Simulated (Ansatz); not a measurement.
Cd3Se:

```xyz
4
Lattice="-2.0410 2.0410 6.0871 2.0410 -2.0410 6.0871 2.0410 2.0410 -6.0871" Properties=species:S:1:pos:R:3 pbc="T T T"
Cd    0.0000    0.0000    6.0871
Cd    2.0410    0.0000    3.0435
Cd    0.0000    2.0410    3.0435
Se    0.0000    0.0000    0.0000
```

The cell comes from a database or a generator and needn't be the stable form of this composition.

Base run:

* Program: Ansatz 0.2.0
* Functional: PBE
* Potentials or basis: Ansatz PAW
* Cutoff: 420 eV
* Density cutoff: 1680 eV
* k mesh: 9 × 9 × 9
* Occupations: fermi-dirac, width 0.05 eV
* Spin: no spin polarisation

Its results: band gap on the k mesh none (metal or under the smearing width); pressure -0.5 GPa.

Task: The run is repeated on the same cell with these changes: functional from PBE to PBEsol. What comes out?

Result: Band gap on the k mesh none (metal or under the smearing width); pressure -3.7 GPa.

PBEsol binds more tightly than PBE, so the same cell stands under less pressure.

Caveats: the PAW data sets come from PBE, with cores solved anew for the run's functional, which leaves a small shift of forces and pressure (some runs).

Not every run made on this cell is shown here.
